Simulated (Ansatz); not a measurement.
**SiH₃Se+ (SMILES [SiH2+][SeH]): functionals against CCSD(T) at one geometry**

An exercise on one series of results from a longer session: the logs are not shown, and one member is left open.

Computed with Ansatz 0.2.0, Gaussian basis. Level: single points in def2-TZVPP.

Correlated methods freeze the cores. Filled d shells of the heavier atoms are correlated. B3LYP uses VWN-RPA correlation.

### Starting geometry

SMILES `[SiH2+][SeH]`, 5 atoms, charge 1, spin multiplicity 1.

Atoms are counted from 1 here; the program's logs count them from 0.

Bond lengths: Si1–Se2 2.228 Å, Si1–H3 1.664 Å, Si1–H4 1.388 Å, Se2–H5 1.395 Å. Angles: Se2–Si1–H3 120.0°, Se2–Si1–H4 114.7°, H3–Si1–H4 125.0°, Si1–Se2–H5 97.4°.

As a file:

| atom | x (Å) | y (Å) | z (Å) |
| --- | --- | --- | --- |
| Si1 | -0.1036 | -0.6009 | 0.0373 |
| Se2 | 1.1880 | 1.2073 | -0.1207 |
| H3 | -0.7374 | -1.0457 | 1.5101 |
| H4 | -0.2067 | -1.3438 | -1.1311 |
| H5 | 0.1677 | 2.1412 | -0.3018 |

Set-up of the first run:

File run/in.yaml:

```yaml
crystal:
  periodic: [false, false, false]
  atoms:
    - {symbol: Si, position_ang: [-0.103600, -0.600900, 0.037300]}
    - {symbol: Se, position_ang: [1.188000, 1.207300, -0.120700]}
    - {symbol: H, position_ang: [-0.737400, -1.045700, 1.510100]}
    - {symbol: H, position_ang: [-0.206700, -1.343800, -1.131100]}
    - {symbol: H, position_ang: [0.167700, 2.141200, -0.301800]}
basis:
  gaussian: {orbitals: def2-TZVPP}
total_charge: 1
correlation: {method: ccsd_t}
output: {forces: true}
```

The command line of these runs was not kept.

Steps of the session up to this table: CCSD(T)/def2-TZVPP; PBE0-D4/def2-TZVPP; wB97M-V/def2-TZVPP; r2SCAN-D4/def2-TZVPP; PBE-D4/def2-TZVPP; B3LYP-D4/def2-TZVPP; SPW92/def2-TZVPP.

One of the session's tables, all rows but one given; the rest of the session is left out.

| method | RMS force component (eV/Å) | angle to CCSD(T) forces (°) |
| --- | --- | --- |
| CCSD(T) | 1.473 | reference |
| PBE0-D4 | 1.517 | 2.9 |
| wB97M-V | ? | ? |
| r2SCAN-D4 | 1.497 | 3.1 |
| PBE-D4 | 1.549 | 7.1 |
| B3LYP-D4 | 1.489 | 3.3 |
| SPW92 | 1.563 | 9.1 |

**Question.** Estimate the row for wB97M-V.

**Answer.** RMS force component (eV/Å): 1.484; angle to CCSD(T) forces (°): 1.8. In the column «RMS force component (eV/Å)» it lies between CCSD(T) (1.473) and B3LYP-D4 (1.489).
